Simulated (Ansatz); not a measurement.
Working through a ladder of basis sets of BH3OTe, SMILES OB[TeH]

Program: Ansatz 0.2.0 through its Python package.

Input file `bh3ote.xyz`:
```text
6

O    -1.08330   -0.82240   -0.56730
B     0.14860   -0.09660   -0.46030
Te    0.47560    1.30640    1.20270
H    -1.61130   -0.16160   -1.13770
H     1.00710   -0.30130   -1.26960
H     1.10540    0.01150    2.18590
```

Run as a notebook:

In [1]:
```python
import ansatz as az
```

In [2]:
```python
geometry = az.Crystal.molecule_from_extxyz('bh3ote.xyz')
```

In [3]:
```python
base = geometry.calculation().functional('B3LYP')
```

In [4]:
```python
energies = {}
for basis in ['def2-SVP', 'def2-SVPD', 'def2-TZVP', 'def2-TZVPP']:
    report = base.basis(gaussian=basis).run(threads=1, pin='off').report
    size = report['n_frozen'] + report['n_occupied'][0] + report['n_virtual'][0]
    energies[basis] = (report['reference_energy_ev'] / 27.211386246, report['free_energy_ev'] / 27.211386246)
    print(f'{basis:14s} {size:4d} orbitals  reference {energies[basis][0]:14.6f} Ha  total {energies[basis][1]:14.6f} Ha')

last = energies['def2-TZVPP'][1]
for basis, (_, total) in energies.items():
    print(f'{basis:14s} lies {27.211386 * (total - last):9.4f} eV above def2-TZVPP')
```
```text
def2-SVP         69 orbitals  reference    -369.911638 Ha  total    -369.911638 Ha
def2-SVPD       102 orbitals  reference    -369.923737 Ha  total    -369.923737 Ha
def2-TZVP       130 orbitals  reference    -370.044852 Ha  total    -370.044852 Ha
def2-TZVPP      154 orbitals  reference    -370.047040 Ha  total    -370.047040 Ha
def2-SVP       lies    3.6845 eV above def2-TZVPP
def2-SVPD      lies    3.3552 eV above def2-TZVPP
def2-TZVP      lies    0.0595 eV above def2-TZVPP
def2-TZVPP     lies    0.0000 eV above def2-TZVPP
```

Against def2-SVP: def2-SVPD -12.1 mHa, def2-TZVP -133.2 mHa and def2-TZVPP -135.4 mHa. The last step alone is -2.19 mHa (these two sets differ little on atoms other than hydrogen). From the first set to the last the time grows from 1.8 to 3.4 s.

Reading the output:
- The drop along the ladder measures the basis error, and is no property of the molecule.
- The geometry is a force-field or estimated start, not a minimum of this method, and the last set is no limit. Much of the fall in a total is atomic energy, which cancels in bond and reaction energies.
- def2 sets replace the cores of elements past krypton by effective core potentials.
- b3lyp holds the VWN-RPA fit, as in Gaussian; the form of ORCA and Turbomole is b3lyp5.
- Timing: 11 s on 1 thread of Arm Neoverse V2, with other jobs on the host, peak memory 0.31 GiB.
